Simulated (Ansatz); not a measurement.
# BiO5: the cost of one run

Method: DFT PBE, scalar-relativistic, plane waves, PAW, in Ansatz 0.2.0.

## Step 1: Starting point

It takes space group P6/mmm (No. 191, hexagonal). The conventional cell has a = 4.068 Å, b = 4.068 Å, c = 5.522 Å, α = 90.00°, β = 90.00°, γ = 120.00°. Bi (site symmetry 6/mmm) has 14 O at 2.76 to 2.86 Å as nearest neighbours. O (site symmetry 3m) has 7 O at 2.25 to 2.60 Å and 3 Bi at 2.86 Å as nearest neighbours. Around O (site symmetry 6/mmm) lie 12 O at 2.60 Å and 2 Bi at 2.76 Å.

Coordinates:

```
Bi O
1.0
     4.06784    0.00000    0.00000
    -2.03392    3.52285    0.00000
     0.00000    0.00000    5.52189
Bi O
1 5
Direct
  0.00000 0.00000 0.50000
  0.66667 0.33333 0.79599
  0.00000 0.00000 0.00000
  0.66667 0.33333 0.20401
  0.33333 0.66667 0.20401
  0.33333 0.66667 0.79599
```

The cell is invented: species swapped into a database cell of BaSn5 (P6/mmm, No. 191), with Bi on the Ba sites and O on the Sn sites. Lengths come from tabulated atomic sizes and are only a guess.

## Step 2: A first look at the guess

input.yaml

```yaml
crystal:
  lattice:
    - [4.06784125, 0.0, 0.0]
    - [-2.03392062, 3.52285386, 0.0]
    - [0.0, 0.0, 5.52189425]
  atoms:
    - { symbol: Bi, position: [0.0, 0.0, 0.5] }
    - { symbol: O, position: [0.66666667, 0.33333333, 0.79599494] }
    - { symbol: O, position: [0.0, 0.0, 0.0] }
    - { symbol: O, position: [0.66666667, 0.33333333, 0.20400506] }
    - { symbol: O, position: [0.33333333, 0.66666667, 0.20400506] }
    - { symbol: O, position: [0.33333333, 0.66666667, 0.79599494] }
basis:
  ecutwfc: 420
kpoints:
  mp_grid: { grid: [6, 6, 4] }
hamiltonian:
  xc: pbe
scf:
  occupations: { method: gaussian, width: 0.1 }
  lower_state_search: "off"
output:
  forces: true
  stress: true
  eigenvalues: true
```

On the command line:

```console
$ ansatz run input.yaml --threads 1 --pin off --max-ram 2560MiB --backend cpu --events-out ev --progress --plain --runs-dir out
```

**Question.** How long does this run take on 1 thread of Arm Neoverse V2, shared host, and how much memory does it need?

About 2.8 s, with a peak of 0.34 GiB.
